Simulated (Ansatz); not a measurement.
# Hf3Ta2F: the cost of one run

Program: Ansatz 0.2.0. Level of theory: DFT PBE, scalar-relativistic, plane waves, PAW. These are calculated values, not measurements.

1 further run of the same task is left out (it didn't finish). Runs told in other sessions of the task aren't counted.

## (1) Starting point

Symmetry: P-6m2, No. 187, hexagonal system. Conventional cell: a = 4.008 Å, b = 4.008 Å, c = 8.930 Å, α = 90.00°, β = 90.00°, γ = 120.00°. Hf (site symmetry -6m2) is surrounded by 3 Hf at 2.31 Å. Around Hf (site symmetry -6m2) lie 3 F at 2.31 Å. Ta (site symmetry 3m) has 9 Hf at 3.20 to 3.23 Å and 3 F at 3.23 Å in its first shell of neighbours. F (site symmetry -6m2) has 3 Hf at 2.31 Å and 6 Ta at 3.23 Å in its first shell of neighbours.

Coordinates:

```
Hf Ta F
1.0
     4.00753    0.00000    0.00000
    -2.00376    3.47062    0.00000
     0.00000    0.00000    8.93035
Hf Ta F
3 2 1
Direct
  0.00000 0.00000 0.00000
  0.33333 0.66667 0.50000
  0.33333 0.66667 0.00000
  0.66667 0.33333 0.75227
  0.66667 0.33333 0.24773
  0.00000 0.00000 0.50000
```

A structure generator made this guess: species swapped into a database cell of Sr2AlGa3 (P-6m2, No. 187), with Ta on the Sr sites, F on the Al sites and Hf on the Ga sites. Lengths come from tabulated atomic sizes and are only a guess.

## (2) Probe: one point on a coarse mesh

input.yaml

```yaml
crystal:
  lattice:
    - [4.00752764, 0.0, 0.0]
    - [-2.00376382, 3.47062074, 0.0]
    - [0.0, 0.0, 8.93034512]
  atoms:
    - { symbol: Hf, position: [0.0, 0.0, 0.0] }
    - { symbol: Hf, position: [0.33333333, 0.66666667, 0.5] }
    - { symbol: Hf, position: [0.33333333, 0.66666667, 0.0] }
    - { symbol: Ta, position: [0.66666667, 0.33333333, 0.7522701] }
    - { symbol: Ta, position: [0.66666667, 0.33333333, 0.2477299] }
    - { symbol: F, position: [0.0, 0.0, 0.5] }
basis:
  ecutwfc: 420
kpoints:
  mp_grid: { grid: [6, 6, 2] }
hamiltonian:
  xc: pbe
scf:
  occupations: { method: gaussian, width: 0.1 }
  lower_state_search: "off"
output:
  forces: true
  stress: true
  eigenvalues: true
```

Run with:

```sh
$ ansatz run input.yaml --threads 1 --pin off --max-ram 2560MiB --backend cpu --events-out ev --progress --plain --runs-dir out
```

**Question.** How long does this run take on 1 thread of Arm Neoverse V1, shared host, and how much memory does it need?

About 17 s, with a peak of 0.39 GiB.
